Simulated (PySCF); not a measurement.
# A gas-phase reaction: BrCl2Ga + FH → Cl2FGa + BrH

Wanted: the reaction energy for `[Cl][Ga]([Cl])[Br]` + `F` → `[F][Ga]([Cl])[Cl]` + `Br`.

Programs: PySCF 2.14.0. All values are calculated, for the isolated system unless a continuum is named. Atoms count from 0, parts from 1.

### Step 1. Starting point

Each species was relaxed by itself at PBE0-D3(BJ)/def2-SVPD.

### Step 2. Energies of the species: wB97M-D3(BJ)/def2-TZVPD

Job settings and geometry (Å):

```
{"job": {"kind": "react", "xc": "wB97M-D3(BJ)", "basis": "def2-TZVPD"}, "charge": 0, "multiplicity": 1}
-1 BrCl2Ga charge 0 multiplicity 1
Cl    -1.807710    -1.058020    -0.454630
Ga    -0.000630    -0.022880    -0.002350
Cl     1.802260    -1.140400     0.208510
Br     0.006170     2.220500     0.250160

-1 FH charge 0 multiplicity 1
F      0.456380     0.007170    -0.057910
H     -0.456380    -0.007170     0.057910

+1 Cl2FGa charge 0 multiplicity 1
F     -0.482550    -0.530100    -1.668860
Ga    -0.019340    -0.020160    -0.066550
Cl    -0.020410    -1.455150     1.493840
Cl     0.522090     2.005420     0.241760

+1 BrH charge 0 multiplicity 1
Br     0.715030    -0.002510     0.011890
H     -0.708500     0.005860    -0.011920
```

With the program's defaults for keys left out, this is: wB97M-D3(BJ)/def2-TZVPD reaction energy of separated species, gas phase.

The run is started by

```
$ OMP_NUM_THREADS=1 python cluster_run.py task.json out
```

The driver reads the jobs from task.json and runs them one after another.

Standard output:

```text
species 1 (BrCl2Ga)
coarse grid: 27384 points
cycle   1  E = -5419.6334017530  dE = -1.192e+00  |g| = 8.396e-01  |ddm| = 1.916e+00
cycle   2  E = -5419.6307988097  dE =  2.603e-03  |g| = 9.939e-01  |ddm| = 1.117e+00
cycle   3  E = -5419.7389088414  dE = -1.081e-01  |g| = 5.657e-02  |ddm| = 5.348e-01
cycle   4  E = -5419.7394407119  dE = -5.319e-04  |g| = 1.724e-02  |ddm| = 5.867e-02
cycle   5  E = -5419.7395146052  dE = -7.389e-05  |g| = 4.116e-03  |ddm| = 1.814e-02
cycle   6  E = -5419.7395231934  dE = -8.588e-06  |g| = 8.426e-04  |ddm| = 8.645e-03
final grid: 49856 points
cycle   7  E = -5419.7393825779  dE = -3.707e-07  |g| = 5.618e-04  |ddm| = 1.726e-03
cycle   8  E = -5419.7393826322  dE = -5.427e-08  |g| = 4.971e-04  |ddm| = 9.239e-04
cycle   9  E = -5419.7393826748  dE = -4.264e-08  |g| = 9.982e-05  |ddm| = 3.403e-04
cycle  10  E = -5419.7393826774  dE = -2.634e-09  |g| = 4.247e-05  |ddm| = 9.984e-05
cycle  11  E = -5419.7393826786  dE = -1.113e-09  |g| = 6.502e-06  |ddm| = 8.864e-05
cycle  12  E = -5419.7393826786  dE = -9.095e-12  |g| = 1.846e-06  |ddm| = 1.022e-05
converged SCF energy = -5419.7393826786

species 2 (FH)
coarse grid: 7776 points
cycle   1  E = -100.4688252496  dE = -9.408e-02  |g| = 4.644e-01  |ddm| = 6.197e-01
cycle   2  E = -100.4725061175  dE = -3.681e-03  |g| = 5.038e-01  |ddm| = 3.808e-01
cycle   3  E = -100.5053208256  dE = -3.281e-02  |g| = 2.574e-02  |ddm| = 1.678e-01
cycle   4  E = -100.5053968035  dE = -7.598e-05  |g| = 5.006e-03  |ddm| = 1.077e-02
cycle   5  E = -100.5054014446  dE = -4.641e-06  |g| = 4.334e-04  |ddm| = 3.766e-03
final grid: 16976 points
cycle   6  E = -100.5053933726  dE = -6.437e-08  |g| = 1.034e-04  |ddm| = 8.217e-04
cycle   7  E = -100.5053933761  dE = -3.464e-09  |g| = 7.622e-05  |ddm| = 2.164e-04
cycle   8  E = -100.5053933768  dE = -7.632e-10  |g| = 2.139e-05  |ddm| = 3.707e-05
converged SCF energy = -100.5053933768

species 3 (Cl2FGa)
coarse grid: 25352 points
cycle   1  E = -2945.3296721275  dE = -2.475e-01  |g| = 9.610e-01  |ddm| = 1.782e+00
cycle   2  E = -2945.2768159422  dE =  5.286e-02  |g| = 1.281e+00  |ddm| = 1.275e+00
cycle   3  E = -2945.4669803923  dE = -1.902e-01  |g| = 8.027e-02  |ddm| = 6.540e-01
cycle   4  E = -2945.4681102599  dE = -1.130e-03  |g| = 4.480e-02  |ddm| = 7.815e-02
cycle   5  E = -2945.4683967135  dE = -2.865e-04  |g| = 7.574e-03  |ddm| = 2.501e-02
cycle   6  E = -2945.4684161523  dE = -1.944e-05  |g| = 2.890e-03  |ddm| = 9.074e-03
cycle   7  E = -2945.4684187779  dE = -2.626e-06  |g| = 5.795e-04  |ddm| = 3.989e-03
final grid: 48392 points
cycle   8  E = -2945.4681944135  dE = -2.583e-07  |g| = 5.936e-04  |ddm| = 1.373e-03
cycle   9  E = -2945.4681944133  dE =  1.519e-10  |g| = 7.101e-04  |ddm| = 6.219e-04
cycle  10  E = -2945.4681944821  dE = -6.878e-08  |g| = 5.471e-05  |ddm| = 3.027e-04
cycle  11  E = -2945.4681944843  dE = -2.192e-09  |g| = 3.595e-05  |ddm| = 9.831e-05
cycle  12  E = -2945.4681944847  dE = -4.329e-10  |g| = 8.277e-06  |ddm| = 4.912e-05
converged SCF energy = -2945.4681944847

species 4 (BrH)
coarse grid: 9808 points
cycle   1  E = -2574.7444816324  dE = -1.115e+00  |g| = 2.814e-01  |ddm| = 9.887e-01
cycle   2  E = -2574.7574487958  dE = -1.297e-02  |g| = 1.487e-01  |ddm| = 2.655e-01
cycle   3  E = -2574.7608846259  dE = -3.436e-03  |g| = 8.657e-03  |ddm| = 8.708e-02
cycle   4  E = -2574.7609219913  dE = -3.737e-05  |g| = 2.523e-03  |ddm| = 1.268e-02
cycle   5  E = -2574.7609264218  dE = -4.431e-06  |g| = 6.497e-04  |ddm| = 4.934e-03
final grid: 18448 points
cycle   6  E = -2574.7609110473  dE = -1.922e-07  |g| = 3.885e-04  |ddm| = 9.246e-04
cycle   7  E = -2574.7609110749  dE = -2.763e-08  |g| = 2.731e-04  |ddm| = 3.938e-04
cycle   8  E = -2574.7609110820  dE = -7.071e-09  |g| = 3.378e-05  |ddm| = 1.360e-04
cycle   9  E = -2574.7609110830  dE = -1.022e-09  |g| = 1.120e-05  |ddm| = 6.290e-05
cycle  10  E = -2574.7609110831  dE = -6.139e-11  |g| = 1.705e-06  |ddm| = 1.293e-05
converged SCF energy = -2574.7609110831

Reaction energy = 10.302 kcal/mol
```

It took 33 s on 1 thread of Arm Neoverse V1, shared host; peak memory 0.73 GiB.

Species by species (with the dispersion term, which the log's SCF energies lack):

| ν | species | energy (Eh) | HOMO (eV) |
| --- | --- | --- | --- |
| -1 | [Cl][Ga]([Cl])[Br] | -5419.74348 | -11.35 |
| -1 | F | -100.50563 | -14.54 |
| +1 | [F][Ga]([Cl])[Cl] | -2945.47122 | -12.10 |
| +1 | Br | -2574.76148 | -11.15 |

### Step 3. Energies of the species: PBE0-D3(BJ)/def2-TZVPD

Same as in step 2 but for these lines:

```diff
@@ -1,2 +1,2 @@
-{"job": {"kind": "react", "xc": "wB97M-D3(BJ)", "basis": "def2-TZVPD"}, "charge": 0, "multiplicity": 1}
+{"job": {"kind": "react", "xc": "PBE0", "basis": "def2-TZVPD", "disp": "d3bj"}, "charge": 0, "multiplicity": 1}
 -1 BrCl2Ga charge 0 multiplicity 1
```

Method: PBE0-D3(BJ)/def2-TZVPD reaction energy of separated species, gas phase.

Standard output:

```text
species 1 (BrCl2Ga)
coarse grid: 27384 points
cycle   1  E = -5418.6595371650  dE = -1.169e+00  |g| = 8.950e-01  |ddm| = 1.997e+00
cycle   2  E = -5418.5341729624  dE =  1.254e-01  |g| = 1.321e+00  |ddm| = 1.401e+00
cycle   3  E = -5418.7588315640  dE = -2.247e-01  |g| = 9.062e-02  |ddm| = 8.801e-01
cycle   4  E = -5418.7597922424  dE = -9.607e-04  |g| = 3.045e-02  |ddm| = 6.982e-02
cycle   5  E = -5418.7600288236  dE = -2.366e-04  |g| = 6.719e-03  |ddm| = 3.429e-02
cycle   6  E = -5418.7600429859  dE = -1.416e-05  |g| = 1.287e-03  |ddm| = 7.927e-03
cycle   7  E = -5418.7600434588  dE = -4.730e-07  |g| = 5.182e-04  |ddm| = 1.704e-03
final grid: 49856 points
cycle   8  E = -5418.7599744105  dE = -2.855e-08  |g| = 5.999e-04  |ddm| = 1.205e-03
cycle   9  E = -5418.7599743847  dE =  2.580e-08  |g| = 6.931e-04  |ddm| = 1.008e-03
cycle  10  E = -5418.7599744728  dE = -8.806e-08  |g| = 2.315e-05  |ddm| = 5.639e-04
cycle  11  E = -5418.7599744729  dE = -8.549e-11  |g| = 7.778e-06  |ddm| = 1.927e-05
converged SCF energy = -5418.7599744729

species 2 (FH)
coarse grid: 1712 points
cycle   1  E = -100.3539709843  dE = -3.606e-02  |g| = 4.957e-01  |ddm| = 6.253e-01
cycle   2  E = -100.3144576902  dE =  3.951e-02  |g| = 7.429e-01  |ddm| = 5.125e-01
cycle   3  E = -100.3936874763  dE = -7.923e-02  |g| = 2.284e-02  |ddm| = 2.892e-01
cycle   4  E = -100.3937630563  dE = -7.558e-05  |g| = 4.204e-03  |ddm| = 9.787e-03
cycle   5  E = -100.3937650395  dE = -1.983e-06  |g| = 3.551e-04  |ddm| = 1.247e-03
final grid: 16976 points
cycle   6  E = -100.3948394802  dE = -1.846e-05  |g| = 3.930e-03  |ddm| = 7.352e-03
cycle   7  E = -100.3948376274  dE =  1.853e-06  |g| = 5.398e-03  |ddm| = 3.297e-03
cycle   8  E = -100.3948415682  dE = -3.941e-06  |g| = 1.011e-04  |ddm| = 1.977e-03
cycle   9  E = -100.3948415695  dE = -1.326e-09  |g| = 1.794e-05  |ddm| = 3.985e-05
cycle  10  E = -100.3948415696  dE = -4.857e-11  |g| = 3.029e-06  |ddm| = 1.030e-05
converged SCF energy = -100.3948415696

species 3 (Cl2FGa)
coarse grid: 25352 points
cycle   1  E = -2944.5321911229  dE = -1.771e-01  |g| = 1.032e+00  |ddm| = 1.864e+00
cycle   2  E = -2944.2017588787  dE =  3.304e-01  |g| = 1.868e+00  |ddm| = 1.751e+00
cycle   3  E = -2944.6694226168  dE = -4.677e-01  |g| = 2.271e-01  |ddm| = 1.164e+00
cycle   4  E = -2944.6767589645  dE = -7.336e-03  |g| = 6.265e-02  |ddm| = 1.570e-01
cycle   5  E = -2944.6772280357  dE = -4.691e-04  |g| = 1.065e-02  |ddm| = 2.638e-02
cycle   6  E = -2944.6772524775  dE = -2.444e-05  |g| = 3.555e-03  |ddm| = 9.022e-03
cycle   7  E = -2944.6772552500  dE = -2.772e-06  |g| = 4.913e-04  |ddm| = 2.429e-03
final grid: 48392 points
cycle   8  E = -2944.6770932957  dE = -9.979e-08  |g| = 5.883e-04  |ddm| = 1.439e-03
cycle   9  E = -2944.6770932499  dE =  4.585e-08  |g| = 7.264e-04  |ddm| = 1.173e-03
cycle  10  E = -2944.6770933779  dE = -1.281e-07  |g| = 1.163e-04  |ddm| = 6.505e-04
cycle  11  E = -2944.6770933791  dE = -1.161e-09  |g| = 7.339e-06  |ddm| = 5.199e-05
cycle  12  E = -2944.6770933791  dE = -1.046e-11  |g| = 4.269e-06  |ddm| = 6.713e-06
converged SCF energy = -2944.6770933791

species 4 (BrH)
coarse grid: 9808 points
cycle   1  E = -2574.4494534651  dE = -1.081e+00  |g| = 2.724e-01  |ddm| = 1.042e+00
cycle   2  E = -2574.4540917381  dE = -4.638e-03  |g| = 1.699e-01  |ddm| = 2.601e-01
cycle   3  E = -2574.4588662010  dE = -4.774e-03  |g| = 3.007e-02  |ddm| = 1.194e-01
cycle   4  E = -2574.4590976933  dE = -2.315e-04  |g| = 4.156e-03  |ddm| = 2.212e-02
cycle   5  E = -2574.4591016958  dE = -4.003e-06  |g| = 1.311e-03  |ddm| = 4.270e-03
final grid: 18448 points
cycle   6  E = -2574.4591027837  dE = -7.033e-08  |g| = 1.375e-03  |ddm| = 2.024e-03
cycle   7  E = -2574.4591027980  dE = -1.434e-08  |g| = 1.399e-03  |ddm| = 1.791e-03
cycle   8  E = -2574.4591030190  dE = -2.209e-07  |g| = 5.149e-05  |ddm| = 8.398e-04
cycle   9  E = -2574.4591030196  dE = -6.726e-10  |g| = 1.027e-05  |ddm| = 4.413e-05
converged SCF energy = -2574.4591030196

Reaction energy = 12.543 kcal/mol
```

Wall time 18 s (1 thread of Arm Neoverse V1, shared host); peak memory 0.65 GiB.

Reaction energy at this level: 12.54 kcal/mol.

### Step 4. Comparing the runs

Energies in kcal/mol, with wall time:

| run | reaction | time |
| --- | --- | --- |
| wB97M-D3(BJ)/def2-TZVPD | 10.30 | 33 s |
| PBE0-D3(BJ)/def2-TZVPD | 12.54 | 18 s |

### Step 5. Summary of results

```
                                                quantity                    value
               reaction energy (wB97M-D3(BJ)/def2-TZVPD)           10.30 kcal/mol
                     ΔH, ΔG at 298 K (xTB thermal terms)      +8.4, +7.9 kcal/mol
range of the reaction energy over the runs of this table  10.30 to 12.54 kcal/mol
```

In words: The reaction is endothermic by 8.4 kcal/mol in the gas phase; dispersion gives +0.47, and xTB itself gave -1.86 for the electronic energy (xTB energies and thermal terms come from the earlier relaxation of each species, not shown). No barrier was sought. xTB and this level differ widely in the electronic energy, so what comes from xTB (the thermal terms above all) is less safe here. The reaction energy runs from 10.30 (wB97M-D3(BJ)/def2-TZVPD) to 12.54 kcal/mol (PBE0-D3(BJ)/def2-TZVPD).
